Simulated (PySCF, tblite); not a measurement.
# C₇H₇OS radical: geometry, infrared bands and EPR parameters

What infrared bands and EPR parameters should C₇H₇OS radical (`OCc1ccccc1[S]`) show?

Programs: tblite 0.8.0 and PySCF 2.14.0, with density-fitted response routines of our own. Each step states its level of theory. These are calculated values for one molecule in the gas phase, unless marked as measured. Atoms are numbered from 0 throughout.

**1. Starting geometry**

16 atoms, charge 0, multiplicity 2; geometry from: force field or distance geometry start.

Bonds of the start (Å): O0–C1 1.42, C1–C2 1.53, C2–C3 1.39, C3–C4 1.40, C4–C5 1.39, C5–C6 1.39, C6–C7 1.39, C7–S8 1.81, C7–C2 1.41, O0–H9 0.99, C1–H10 1.10, C1–H11 1.08, C3–H12 1.09, C4–H13 1.09, C5–H14 1.09, C6–H15 1.09.

**2. Geometry optimisation with GFN2-xTB**

Job settings and geometry (Å):

```
{"job": {"kind": "relax", "xc": "GFN2-xTB", "basis": "xTB"}, "charge": 0, "multiplicity": 2}
O     -2.769500     0.183000     0.701200
C     -2.012000    -0.419100    -0.337500
C     -0.518300    -0.187500    -0.132500
C      0.330700    -1.291300    -0.087700
C      1.709800    -1.144500     0.081100
C      2.251000     0.132800     0.166900
C      1.424000     1.254400     0.110300
C      0.047900     1.103400    -0.034400
S     -0.952200     2.609400    -0.083100
H     -2.390200     1.094700     0.745400
H     -2.243500    -1.495100    -0.315500
H     -2.335600    -0.038300    -1.297700
H     -0.084400    -2.300800    -0.140900
H      2.359000    -2.015500     0.116100
H      3.322300     0.276600     0.291900
H      1.853300     2.246700     0.205000
```

The run is started by

```sh
> OMP_NUM_THREADS=1 python probes_run.py task.json out
```

The driver reads the jobs from task.json and runs them one after another.

**Question.** This job is followed by: GFN2-xTB harmonic vibrations, gas phase; UKS B3LYP, pcH-1 on C H O S, non-relativistic, mean-field spin-orbit, GIAO. Predict these results of the whole session: strongest single infrared mode (GFN2-xTB); zero-point energy (GFN2-xTB); g(iso) (B3LYP); ⟨S²⟩; largest a(iso) (averaged by class); potential on the surface of density 0.002 e/bohr³, 1st and 99th percentile; property runs in this session.

**Answer**, as computed:

| quantity | value |
| --- | --- |
| strongest single infrared mode (GFN2-xTB) | 1070 cm⁻¹, 67 km/mol |
| zero-point energy (GFN2-xTB) | 74.7 kcal/mol |
| g(iso) (B3LYP) | 2.04652 |
| ⟨S²⟩ | 0.765 (exact 0.75) |
| largest a(iso) (averaged by class) | 13C on C7, -21.1 MHz |
| potential on the surface of density 0.002 e/bohr³, 1st and 99th percentile | -1.71 V and 1.24 V |
| property runs in this session | 1, of which 0 failed and 1 gave unsound results |

Relaxing lowered the energy by 0.170 eV in 60 steps; the close pair that moved most is C7–S8, from 1.808 to 1.723 Å. No mode is imaginary among the 42: a minimum at this level. The strongest single mode, at 1070 cm⁻¹, moves mainly C1 and O0. GFN2-xTB is a fitted tight-binding method: band positions and strengths are rough. Its intensities can rank the bands wrongly. Most of the unpaired spin sits on S8 (0.73 e). The isotropic g lies 44.2 ppt above the free-electron value. These values are not to be trusted: the run shows nearly degenerate orbitals, where second-order g theory doesn't apply.
